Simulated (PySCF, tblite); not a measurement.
# C4H8AlCl3O: geometry, infrared bands and NMR shifts

Wanted: the infrared bands and NMR shifts of C4H8AlCl3O (`C=C(C(Cl)Cl)[O+](C)[AlH2-][Cl]`), by calculation.

Programs: tblite 0.8.0 and PySCF 2.14.0, with density-fitted response routines of our own. Each step states its level of theory. These are calculated values for one molecule in the gas phase, unless marked as measured. Atoms count from 0, in the outputs and in this text.

### 1 The starting structure

17 atoms, charge 0, multiplicity 1; geometry from: force field or distance geometry start.

Bonds of the start (Å): C0–C1 1.35, C1–C2 1.46, C2–Cl3 1.77, C2–Cl4 1.77, C1–O5 1.37, O5–C6 1.44, O5–Al7 1.86, Al7–Cl8 2.23, C0–H9 1.09, C0–H10 1.05, C2–H11 1.11, C6–H12 1.09, C6–H13 1.10, C6–H14 1.13, Al7–H15 1.60, Al7–H16 1.58.

### 2 Relaxing the molecule with GFN2-xTB

What the job is given:

```
{"job": {"kind": "relax", "xc": "GFN2-xTB", "basis": "xTB"}, "charge": 0, "multiplicity": 1}
C     -0.006800     1.330600     1.440700
C     -0.499500     0.406200     0.591700
C     -1.865500    -0.061300     0.802000
Cl    -1.819600    -1.807600     1.101400
Cl    -2.957500     0.342200    -0.536900
O      0.363500    -0.036900    -0.377500
C      0.795000     0.929000    -1.347500
Al     1.003100    -1.778400    -0.490800
Cl     3.226700    -1.632200    -0.442600
H     -0.682800     1.690400     2.221600
H      0.969800     1.716200     1.364300
H     -2.268700     0.442700     1.709900
H      1.481500     0.499200    -2.083800
H      1.217800     1.816600    -0.852100
H     -0.147400     1.293700    -1.855000
H      0.660800    -2.409000    -1.925200
H      0.522500    -2.729300     0.670000
```

The run is started by

```sh
OMP_NUM_THREADS=1 python probes_run.py task.json out
```

The driver reads the jobs from task.json and runs them one after another.

**Question.** This job is followed by: GFN2-xTB harmonic vibrations, gas phase; GIAO PBE0/pcSseg-1 NMR shielding, non-relativistic, gas phase. Predict these results of the whole session: strongest single infrared mode (GFN2-xTB); zero-point energy (GFN2-xTB); 13C shifts against TMS (PBE0/pcSseg-1); 1H shifts against TMS (PBE0/pcSseg-1, means over atoms taken as alike); 35Cl shifts against HCl (PBE0/pcSseg-1, means over atoms taken as alike); 17O shifts against H2O (PBE0/pcSseg-1); 27Al shifts against AlH4- (PBE0/pcSseg-1).

**Answer**, as computed:

| quantity | value |
| --- | --- |
| strongest single infrared mode (GFN2-xTB) | 832 cm⁻¹, 579 km/mol |
| zero-point energy (GFN2-xTB) | 67.4 kcal/mol |
| 13C shifts against TMS (PBE0/pcSseg-1) | 165.2, 117.9, 86.1, 69.1 ppm |
| 1H shifts against TMS (PBE0/pcSseg-1, means over atoms taken as alike) | 6.37, 5.76, 5.69, 4.55, 4.45 ppm |
| 35Cl shifts against HCl (PBE0/pcSseg-1, means over atoms taken as alike) | 314, -2 ppm |
| 17O shifts against H2O (PBE0/pcSseg-1) | 65.4 ppm |
| 27Al shifts against AlH4- (PBE0/pcSseg-1) | 66.6 ppm |

What this shows: The optimisation took 92 steps and gained 1.134 eV; among the close pairs (by a distance rule), Al7–Cl8 changed most, from 2.229 to 2.060 Å. No mode is imaginary among the 45: a minimum at this level. The strongest single mode, at 832 cm⁻¹, moves mainly H15 and H16. GFN2-xTB is a fitted tight-binding method: band positions and strengths are rough. Its intensities can rank the bands wrongly. C2 stands next to heavy halogen, whose spin-orbit shielding this run leaves out, so the computed shift lies too far downfield, most of all for carbon beside Br or I. The most deshielded hydrogen is H11 (hydrogen on an allylic sp3 CH bonded to 2 Cl), at 6.37 ppm: its carbon carries Cl, which withdraws density. At PBE0/pcSseg-1: Shielding is most anisotropic at Cl3, Cl4 (span 621 ppm, paramagnetic term -510 ppm).
